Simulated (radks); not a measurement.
# Ag²⁺ inside a hard spherical wall

An exercise on one series of results from a longer session: the logs are not shown, and one member is left open.

Method: scalar-relativistic Kohn-Sham, r2SCAN, spin-unpolarised, spherical densities, finite nucleus. Code: radks (a radial shooting solver on a logarithmic mesh, Libxc functionals) version 1.

### The system

```
element            : silver (Z = 47)
charge             : +2
electrons          : 45
configuration      : [Kr] 4d9
nuclear rms radius : 4.5454 fm
```

The outer shells:

Ag²⁺
```
[Kr] core
4d [↑↓][↑↓][↑↓][↑↓][↑ ]
```

The first run:

Settings of this run:

```text
Z 47
configuration [Kr] 4d9 5s0 5p0 4f0
relativity scalar-relativistic
functional r2scan,r2scan
spin unpolarised
nucleus finite rms 4.5454 fm
c 137.035999084
```

Steps of the session up to this table: The free atom; Wall at 15 bohr; Wall at 10 bohr; Wall at 8 bohr; Wall at 7 bohr; Wall at 3.5 bohr; Wall at 3 bohr; Wall at 2.5 bohr; Wall at 2 bohr; Wall at 1.5 bohr.

One of the session's tables, all rows but one given; the rest of the session is left out.

```
R (bohr)  E − E(free) (eV)  ε(5s, empty) (eV)  ε(5p, empty) (eV)  pressure (GPa)
    free             0.000            -20.043            -13.455               0
      15             0.000            -20.043            -13.455        < 0.0001
      10             0.000            -20.043            -13.454        < 0.0001
       8             0.000            -20.041            -13.430        0.000108
       7                 ?                  ?                  ?               ?
     3.5             2.663            -13.686             -2.650            45.4
       3             9.089             -5.266              8.713             216
     2.5            32.784             15.942             34.923            1197
       2            133.51             75.552             102.65            8516
     1.5            655.03             270.06             308.10           84910
```

**Question.** Estimate the row for R (bohr) = 7.

Worked estimate for «E − E(free) (eV)». A straight line through the neighbours (8, 0.000) and (3.5, 2.663) gives 0.000 + (2.663 − 0.000) × (7 − 8) / (3.5 − 8) = 0.592; a parabola fitted to 4 rows on both sides gives -0.589.

As computed: E − E(free) (eV): 0.000; ε(5s, empty) (eV): -20.029; ε(5p, empty) (eV): -13.352; pressure (GPa): 0.00190. In «E − E(free) (eV)» the line misses by +0.592 and the parabola by -0.589.

What this shows: At the tightest wall, 1.5 bohr, the energy stands 655.03 eV above the free atom and the pressure, −dE/dV, is 84910 GPa. From R = 2 bohr inwards the highest occupied level lies above zero, pushed up by confinement. Shells are not refilled when levels cross, and a hard wall is a model, not a crystal.
